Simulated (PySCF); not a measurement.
# CeH2O2 (Ce(OH)2+): the cost of one run

The runs use PySCF 2.14.0; several levels, as the steps say, no spin–orbit coupling.

1 further run of the same task is left out (for a known fault of the program).

## (1) The system as given

5 atoms, charge 1, spin multiplicity 1.

Bond lengths: Ce1–O2 2.050 Å, Ce1–O4 2.050 Å, O2–H3 0.964 Å, O4–H5 0.964 Å. Angles: O2–Ce1–O4 109.2°, Ce1–O2–H3 166.7°, Ce1–O4–H5 166.7°.

Coordinates:

```xyz
5
charge 1, multiplicity 1
Ce    0.00000    0.00000   -0.66317
O     1.67087   -0.03432    0.52457
H     2.30744   -0.04698    1.24818
O    -1.67087    0.03432    0.52457
H    -2.30744    0.04698    1.24818
```

Formal oxidation states: Ce +3. Each metal's 1 4f electrons lie in its core potential, so multiplicities, spins and levels count the valence alone. An earlier session relaxed this geometry at PBE0, Ce lcecp-1-SVP with ECP47, O def2-SVP, H def2-SVP (singlet, point group C2v).

At PBE0 on the finer grid: E = -183.504623 Eh, HOMO -13.32 eV, LUMO -6.49 eV, Mulliken charge on Ce1 +1.48 e, largest force component 0.013 eV/Å. 

Levels to run: TPSSh; HF; PBE0, TZVP. Hardware: 2 threads of Arm Neoverse V1, shared host.

## (2) TPSSh

run.py (the lines that set the calculation)

```python
mol = gto.M(atom='''
Ce     0.00000     0.00000    -0.66317
O      1.67087    -0.03432     0.52457
H      2.30744    -0.04698     1.24818
O     -1.67087     0.03432     0.52457
H     -2.30744     0.04698     1.24818''',
    basis={'Ce': 'lcecp-1-SVP', 'O': 'def2-SVP', 'H': 'def2-SVP'},
    ecp={'Ce': 'lcecp-1-SVP'},
    charge=1, spin=0)
mf = dft.RKS(mol, xc='TPSSH')
mf.grids.atom_grid = (75, 302)  # f atoms: unpruned, at least (60, 302)
mf = mf.density_fit()  # fitting sets: Ce AutoAux, O def2-universal-JKFIT, H def2-universal-JKFIT
mf.conv_tol = 1e-08; mf.max_cycle = 55
mf.kernel(dm0)  # dm0: the density of the relaxed state
```

Launch:

```bash
$ OMP_NUM_THREADS=2 python run.py
```

**Question.** How long does this run take on 2 threads of Arm Neoverse V1, shared host?

About 3.5 s.
